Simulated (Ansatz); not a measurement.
# C3H8N2Si: the cost of one run

All numbers below are computed with Ansatz 0.2.0 (RKS revPBE-D4/6-31G).

### Step 1. The starting structure

Bond lengths: C1–N2 1.315 Å, N2–C3 1.466 Å, C3–N4 1.352 Å, N4–C5 1.306 Å, C5–Si6 1.885 Å, C1–H7 1.085 Å, C1–H8 1.062 Å, C3–H9 1.127 Å, C3–H10 1.128 Å, C5–H11 1.107 Å, Si6–H12 1.480 Å, Si6–H13 1.529 Å, Si6–H14 1.481 Å. Angles (14 of 20 angles, heavy atoms first): C1–N2–C3 113.2°, N2–C3–N4 111.0°, C3–N4–C5 124.6°, N4–C5–Si6 127.8°, N2–C1–H7 118.5°, N2–C1–H8 121.4°, N2–C3–H9 111.2°, N2–C3–H10 109.3°, N4–C3–H9 112.1°, N4–C3–H10 112.8°, N4–C5–H11 119.5°, Si6–C5–H11 112.6°, C5–Si6–H12 111.6°, C5–Si6–H13 109.0°.

As a file:

```xyz
14

C     1.0627   -2.1474   -0.6227
N     1.1789   -0.9239   -0.1563
C     0.3649   -0.6807    1.0379
N    -0.9333   -0.4957    0.7100
C    -1.3961    0.5477    0.0756
Si   -0.4364    2.0582   -0.5168
H     1.5814   -2.4022   -1.5414
H     0.3809   -2.8394   -0.1948
H     0.4969   -1.5039    1.7958
H     0.7979    0.1865    1.6143
H    -2.4832    0.6328   -0.1143
H     0.1424    1.8429   -1.8620
H    -1.3961    3.2422   -0.6333
H     0.6261    2.4536    0.4367
```

### Step 2. End point A

File input.yaml:

```yaml
crystal:
  periodic: [false, false, false]
  atoms:
    - { symbol: C, position_ang: [1.0627, -2.1474, -0.6227] }
    - { symbol: "N", position_ang: [1.1789, -0.9239, -0.1563] }
    - { symbol: C, position_ang: [0.3649, -0.6807, 1.0379] }
    - { symbol: "N", position_ang: [-0.9333, -0.4957, 0.71] }
    - { symbol: C, position_ang: [-1.3961, 0.5477, 0.0756] }
    - { symbol: Si, position_ang: [-0.4364, 2.0582, -0.5168] }
    - { symbol: H, position_ang: [1.5814, -2.4022, -1.5414] }
    - { symbol: H, position_ang: [0.3809, -2.8394, -0.1948] }
    - { symbol: H, position_ang: [0.4969, -1.5039, 1.7958] }
    - { symbol: H, position_ang: [0.7979, 0.1865, 1.6143] }
    - { symbol: H, position_ang: [-2.4832, 0.6328, -0.1143] }
    - { symbol: H, position_ang: [0.1424, 1.8429, -1.862] }
    - { symbol: H, position_ang: [-1.3961, 3.2422, -0.6333] }
    - { symbol: H, position_ang: [0.6261, 2.4536, 0.4367] }
basis:
  gaussian: { orbitals: "6-31G" }
hamiltonian:
  xc: revpbe
  dispersion: d4
relax:
  f_tol: 0.02
  max_steps: 50
output:
  orbitals: {}
```

On the command line:

```console
> ansatz run input.yaml --threads 1 --pin off --max-ram 2048MiB --backend cpu --events-out ev --progress --plain --runs-dir out
```

**Question.** How long does this run take on 1 thread of Arm Neoverse V2, shared host, and how much memory does it need?

About 1.7 min, with a peak of 0.15 GiB.
